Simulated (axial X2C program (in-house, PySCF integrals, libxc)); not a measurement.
# TeC⁺: bond curves with and without spin–orbit coupling, part 2 of 2

Computed with an in-house X2C program for linear molecules on PySCF integrals; all-electron X2C, Te dyall-cv3z, C dyall-v3z. Earlier steps stand in the parts before.

## (9) PBE0, 2c

State followed: Ω = 1/2 (excess of +ω over −ω: ω = 1/2). The scan is laid around 1.846 Å, a first estimate of the minimum, and this SCF restarts from the orbitals of the search.

Output at 1.846 Å:

```text
two-component X2C + atomic mean field  PBE0
basis functions 166  fitting functions 886  grid points 5078
iter        total energy     max residual
   1      -6828.219944108     1.07e-05
   2      -6828.219944111     1.30e-05
   3      -6828.219944114     7.58e-06
   4      -6828.219944115     3.31e-06
converged
one-electron -9524.58747874  Coulomb 2793.18739753  exact exchange -44.87490981  xc functional -137.33731706  nuclear repulsion 89.43840185  atomic mean-field constant -4.04603789
```

Along the bond, energies from the lowest point:

| R (Å) | E (eV) | μ (D) | HOMO (eV) | LUMO (eV) | iterations |
| --- | --- | --- | --- | --- | --- |
| 1.606 | 1.3919 | -0.15 | -16.00 | -11.10 | 13 |
| 1.680 | 0.5562 | -0.03 | -15.69 | -11.30 | 13 |
| 1.735 | 0.2095 | 0.07 | -15.48 | -11.42 | 13 |
| 1.791 | 0.0390 | 0.19 | -15.29 | -11.53 | 13 |
| 1.846 | 0.0000 | 0.30 | -15.12 | -11.61 | 4 |
| 1.911 | 0.0722 | 0.43 | -14.96 | -11.68 | 15 |
| 1.975 | 0.2292 | 0.54 | -14.83 | -11.75 | 15 |
| 2.058 | 0.5068 | 0.66 | -14.71 | -11.83 | 15 |
| 2.160 | 0.8992 | 0.77 | -14.61 | -11.96 | 16 |
| 2.308 | 1.3358 | 0.96 | -14.46 | -12.05 | 24 |

Dipoles are positive if C is the positive end and refer to the centre of mass.

Outer spinors at the reference distance:

```json
{"ω": "1/2", "occupied": "yes", "ε (eV)": "-28.00", "atomic character": "42% C s, 37% Te s, 9% C p", "λ mixture": "100% σ"}
{"ω": "-1/2", "occupied": "yes", "ε (eV)": "-27.26", "atomic character": "50% Te s, 29% C s, 14% C p", "λ mixture": "100% σ"}
{"ω": "1/2", "occupied": "yes", "ε (eV)": "-21.71", "atomic character": "35% Te s, 28% C s, 18% Te p", "λ mixture": "100% σ"}
{"ω": "-1/2", "occupied": "yes", "ε (eV)": "-20.34", "atomic character": "35% Te p, 28% Te s, 28% C s", "λ mixture": "100% σ"}
{"ω": "1/2", "occupied": "yes", "ε (eV)": "-16.95", "atomic character": "54% C p, 31% Te p, 8% Te s", "λ mixture": "97% σ, 3% π"}
{"ω": "-1/2", "occupied": "yes", "ε (eV)": "-15.90", "atomic character": "52% C p, 43% Te p, 2% Te d", "λ mixture": "99% π, 1% σ"}
{"ω": "3/2", "occupied": "yes", "ε (eV)": "-15.71", "atomic character": "61% C p, 34% Te p, 3% Te d", "λ mixture": "100% π"}
{"ω": "1/2", "occupied": "yes", "ε (eV)": "-15.54", "atomic character": "71% Te p, 25% C p, 3% C d", "λ mixture": "97% π, 3% σ"}
{"ω": "-3/2", "occupied": "yes", "ε (eV)": "-15.12", "atomic character": "68% Te p, 29% C p, 3% C d", "λ mixture": "100% π"}
{"ω": "-1/2", "occupied": "no", "ε (eV)": "-11.61", "atomic character": "51% C p, 21% C s, 20% Te p", "λ mixture": "98% σ, 2% π"}
{"ω": "-1/2", "occupied": "no", "ε (eV)": "-10.29", "atomic character": "51% Te p, 38% C p, 7% Te d", "λ mixture": "99% π, 1% σ"}
{"ω": "3/2", "occupied": "no", "ε (eV)": "-10.00", "atomic character": "60% Te p, 30% C p, 6% Te d", "λ mixture": "100% π"}
{"ω": "1/2", "occupied": "no", "ε (eV)": "-9.18", "atomic character": "64% C p, 21% Te p, 12% Te d", "λ mixture": "100% π"}
```

PBE0 fields in the half plane through the axis: z from -2.4 to 4.2 Å across, distance from the axis 0.15 to 2.25 Å upwards; Te lies at z = 0 and C at z = 1.846 Å; the ELF is damped to zero where the density is low.

log10 density (e/bohr³). Ten even steps from ' ' (-5.68 ) to '@' (1.83 ):
```
  ....::::------------------::::::::......    
....::::------==========----------::::::....  
..::::----======================------::::..  
::::----====++++++++++++++==========----::....
::----====++++++**++++++++++++++++====--::::..
::--====++++********************++++==----::..
::--====++****##%%##**************++====--::::
::--==++++**##%%@@%%##******%%##**++++==--::::
```

ELF. Ten even steps from ' ' (0.00 ) to '@' (0.96 ):
```
            ..::::::....                      
        ..--==++++++==--::....                
      ..==**########**====----::....          
    ..--**##%%%%####****++++++++==--::        
    ::++##%%##**++++****##########**++::      
  ..--**####==::::::--++##%%%%%%@@%%##==..    
  ..==####==--**##**::==%%##==##@@@@%%**::    
  ..==####--++++##++==::%%..@@..@@@@@@##--    
```

Re = 1.838 Å, ωe = 892 cm⁻¹, ωexe = 6.38 cm⁻¹, Be = 0.4542 cm⁻¹, De = 3.45 eV, μ = 0.29 D.

## (10) HF, 2c

Output at 1.846 Å:

```text
two-component X2C + atomic mean field  HF
basis functions 166  fitting functions 886  grid points 5078
iter        total energy     max residual
   1      -6825.507356495     2.50e-01
   2      -6825.537560295     1.36e-02
   3      -6825.545127886     1.34e-02
   4      -6825.549930758     1.01e-02
   5      -6825.554946100     8.70e-03
   6      -6825.562712685     5.65e-03
   7      -6825.566107661     2.23e-03
   8      -6825.565968818     2.85e-03
   9      -6825.566470682     6.48e-04
  10      -6825.566509619     5.09e-04
  11      -6825.566528993     4.42e-04
  12      -6825.566546218     3.63e-04
  13      -6825.566563800     1.85e-04
  14      -6825.566570175     9.43e-05
  15      -6825.566571009     4.24e-05
  16      -6825.566571119     9.71e-06
  17      -6825.566571123     3.01e-06
  18      -6825.566571124     1.11e-06
converged
one-electron -9523.32841909  Coulomb 2792.10199482  exact exchange -179.73251082  xc functional 0.00000000  nuclear repulsion 89.43840185  atomic mean-field constant -4.04603789
```

Re = 1.907 Å, ωe = 818 cm⁻¹, ωexe = 6.09 cm⁻¹, Be = 0.4222 cm⁻¹, De = 1.38 eV, μ = 0.38 D.

## (11) PBEsol, 2c

Output at 1.846 Å:

```text
two-component X2C + atomic mean field  PBEsol
basis functions 166  fitting functions 886  grid points 5078
iter        total energy     max residual
   1      -6824.982508608     4.30e-01
   2      -6824.989213847     6.43e-03
   3      -6824.988541992     9.81e-03
   4      -6824.983893442     2.06e-02
   5      -6824.989842769     9.92e-04
   6      -6824.989932299     5.26e-04
   7      -6824.990008498     2.35e-04
   8      -6824.990014497     1.51e-04
   9      -6824.990014952     2.85e-05
  10      -6824.990014963     4.89e-06
  11      -6824.990014964     1.36e-06
converged
one-electron -9524.20792783  Coulomb 2792.72584877  exact exchange 0.00000000  xc functional -178.90029986  nuclear repulsion 89.43840185  atomic mean-field constant -4.04603789
```

Re = 1.843 Å, ωe = 911 cm⁻¹, ωexe = 5.42 cm⁻¹, Be = 0.4517 cm⁻¹, De = 4.42 eV, μ = 0.23 D.

## (12) Correlated methods, 2c

Correlated methods: 9 electrons correlated (frozen shells, counted by type: Te 4 s, 3 p, 2 d; C 1 s), 229 virtual spinors in MP2, 90 natural virtuals in coupled cluster.

Output of the correlated part at 1.846 Å:

```text
correlated 9  virtual 229  natural virtual 90  E(MP2) -0.171227834  MP2 remainder -0.004440175
iter   CCSD correlation   residual
   1     -0.183906899   1.30e-01
   2     -0.193870607   8.46e-02
   3     -0.202356773   6.31e-02
   4     -0.211196828   4.28e-02
   5     -0.212900595   1.73e-02
   6     -0.213845888   9.01e-03
   7     -0.213712494   4.97e-03
   8     -0.213813722   2.14e-03
   9     -0.213819653   9.27e-04
  10     -0.213814022   4.53e-04
  11     -0.213821474   2.75e-04
  12     -0.213822747   1.89e-04
  13     -0.213826086   1.25e-04
  14     -0.213828681   6.80e-05
  15     -0.213829859   2.57e-05
  16     -0.213830462   1.10e-05
  17     -0.213830771   5.72e-06
  18     -0.213830974   2.99e-06
  19     -0.213831024   1.68e-06
  20     -0.213831072   1.04e-06
  21     -0.213831089   5.17e-07
(T) -0.014437844  T1 0.1347  D1 0.2200  max T2 0.129
```

MP2: No constants are quoted: the reference is strongly spin-contaminated.

CCSD: Re = 1.847 Å, ωe = 902 cm⁻¹, ωexe = 7.46 cm⁻¹, Be = 0.45 cm⁻¹, De = 2.72 eV. T1 at Re = 0.095 (Lee–Taylor, the printed value over √2).

CCSD(T): Re = 1.845 Å, ωe = 916 cm⁻¹, ωexe = 7.67 cm⁻¹, Be = 0.4506 cm⁻¹, De = 3.00 eV. T1 at Re = 0.095 (Lee–Taylor, the printed value over √2).

## (13) A higher determinant, 2c

State: Ω = 3/2 (excess of +ω over −ω: ω = 3/2).

Output at the reference distance:

```text
two-component X2C + atomic mean field  PBE0
basis functions 166  fitting functions 886  grid points 5078
iter        total energy     max residual
   1      -6828.190776862     4.95e-06
   2      -6828.190776862     8.64e-06
converged
one-electron -9524.03379636  Coulomb 2792.66065335  exact exchange -44.87422789  xc functional -137.33576992  nuclear repulsion 89.43840185  atomic mean-field constant -4.04603789
```

| R (Å) | E above the lowest PBE0 point (eV) |
| --- | --- |
| 1.606 | 3.584 |
| 1.680 | 2.263 |
| 1.735 | 1.582 |
| 1.791 | 1.106 |
| 1.846 | 0.794 |
| 1.911 | 0.591 |
| 1.975 | 0.522 |
| 2.058 | 0.577 |
| 2.160 | 0.795 |

Re = 1.984 Å, ωe = 755 cm⁻¹, ωexe = 3.24 cm⁻¹, Be = 0.3897 cm⁻¹, μ = -0.24 D. Te = 0.52 eV.

## (14) The 2c curves together

Energy (eV) of the followed determinant, 2c, from each level's lowest point:

| R (Å) | PBE0 | HF | MP2 (spin-contaminated) | CCSD | CCSD(T) | PBEsol |
| --- | --- | --- | --- | --- | --- | --- |
| 1.606 | 1.392 | 2.031 | 1.426 | n/a | n/a | 1.463 |
| 1.680 | 0.556 | 1.013 | 0.625 | 0.630 | 0.637 | 0.604 |
| 1.735 | 0.210 | 0.526 | 0.272 | 0.253 | 0.255 | 0.238 |
| 1.791 | 0.039 | 0.219 | 0.076 | 0.058 | 0.057 | 0.051 |
| 1.846 | 0.000 | 0.054 | 0.000 | 0.000 | 0.000 | 0.000 |
| 1.911 | 0.072 | 0.000 | 0.026 | 0.059 | 0.063 | 0.067 |
| 1.975 | 0.229 | 0.056 | 0.141 | 0.210 | 0.219 | 0.230 |
| 2.058 | 0.507 | 0.237 | 0.374 | 0.474 | 0.491 | 0.527 |
| 2.160 | 0.899 | 0.528 | 0.691 | n/a | n/a | 0.951 |
| 2.308 | 1.336 | 0.868 | 1.079 | n/a | n/a | 1.472 |

Time for the job: 98 s (1 thread of Arm Neoverse V2, shared host); peak memory 0.58 GiB.

## (15) Results

This closing draws on all 2 parts.

Lowest determinant that the search found at its distance, spin-free: M_S = 1/2, Λ = 0 (beyond closed shells: σα).

Lowest determinant that the search found at its distance, 2c: Ω = 1/2 (excess of +ω over −ω: ω = 1/2).

```
Hamiltonian    level  Re (Å)  ωe (cm⁻¹)  De (eV)  μ (D)
  spin-free     PBE0   1.836        896     3.55   0.31
  spin-free       HF   1.904        825     1.45   0.38
  spin-free     CCSD   1.843        918     2.81    n/a
  spin-free  CCSD(T)   1.842        933     3.09    n/a
  spin-free   PBEsol   1.840        923     4.53   0.26
         2c     PBE0   1.838        892     3.45   0.29
         2c       HF   1.907        818     1.38   0.38
         2c     CCSD   1.847        902     2.72    n/a
         2c  CCSD(T)   1.845        916     3.00    n/a
         2c   PBEsol   1.843        911     4.42   0.23
```

Dipoles are positive if C is the positive end and refer to the centre of mass. No constants: spin-free MP2 (the reference is strongly spin-contaminated); 2c MP2 (the reference is strongly spin-contaminated). Spin-free ⟨S²⟩ is off its pure value at PBE0 1.03, HF 2.16, PBEsol 0.83.

Time per point (s) on 1 thread of Arm Neoverse V2, shared host (2c runs; CCSD comes with the CCSD(T) run); the times are rough: PBE0 0.52, HF 0.41, CCSD(T) 3.4, PBEsol 0.31.

At CCSD(T), going from spin-free to two-component changes Re by +4 mÅ, ωe by -1.8 %, which is small (part of it comes from the scalar share of the two-electron terms). De moves by -0.08 eV; both De rest on single-determinant atoms, which can miss part of an open shell's spin–orbit lowering.

De refers to Te+ + C, each in the lowest determinant found, which need not be this curve's own limit. The state is a single determinant with fixed occupations, the lowest that a limited PBE0 search found. De is counted from the lowest determinant-based energies of the atoms at the same level, without counterpoise correction. Density functionals use the spin component along the axis (collinear). Coupled cluster ran in a truncated set of natural virtual spinors; the MP2 energy of the rest was added. The spin-free determinant is spin-contaminated at some levels. With the outer-core shells frozen, correlated bond lengths of heavy atoms tend to come out a few hundredths of an ångström too long. T1 at Re is 0.096 (Lee–Taylor), above the customary mark of 0.02.
